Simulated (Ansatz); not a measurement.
# AlClHSe: the cost of one run

Program: Ansatz 0.2.0. Level of theory: UKS r2SCAN-D4/def2-TZVP. These are calculated values, not measurements.

**1. Where the work starts**

4 atoms, charge 0, spin multiplicity 2.

Atoms are counted from 1 here; the program's logs count them from 0.

Bond lengths: Cl1–Al2 2.118 Å, Al2–Se3 2.310 Å, Al2–H4 1.588 Å. Angles: Cl1–Al2–Se3 117.4°, Cl1–Al2–H4 120.8°, Se3–Al2–H4 121.8°.

As a file:

```xyz
4

Cl    0.9165   -0.8273    1.7939
Al    0.1245    0.1184    0.0716
Se   -1.4796   -1.0302   -1.1296
H     0.6228    1.5613   -0.3659
```

**3. The grid**

The axes are (1) bond length Al2–Se3: 9 values from 1.931 to 2.989 Å; (2) bond length Al2–H4: 9 values from 1.351 to 2.199 Å.

Nothing else is relaxed (all other coordinates rigid). Energies count from the relaxed molecule at the same level. Points are written as (first, second).

(The set-up runs are not shown.)

**4. Point (2.195 Å, 1.563 Å)**

input.yaml

```yaml
crystal:
  periodic: [false, false, false]
  atoms:
    - { symbol: Cl, position_ang: [0.9052, -0.822045, 1.775411] }
    - { symbol: Al, position_ang: [0.128584, 0.121364, 0.074664] }
    - { symbol: Se, position_ang: [-1.395491, -0.973696, -1.063784] }
    - { symbol: H, position_ang: [0.615667, 1.541438, -0.360203] }
magnetization:
  spin_polarized: true
  initial_magnetization: 1
basis:
  gaussian: { orbitals: def2-TZVP }
hamiltonian:
  xc: r2scan
  dispersion: d4
output:
  forces: true
```

Run with:

```
$ ansatz run input.yaml --threads 1 --pin off --max-ram 2560MiB --backend cpu --events-out ev --progress --plain --runs-dir out
```

Q: Estimate wall time and peak memory on 1 thread of Arm Neoverse N1, shared host.

About 72 s, with a peak of 0.29 GiB.
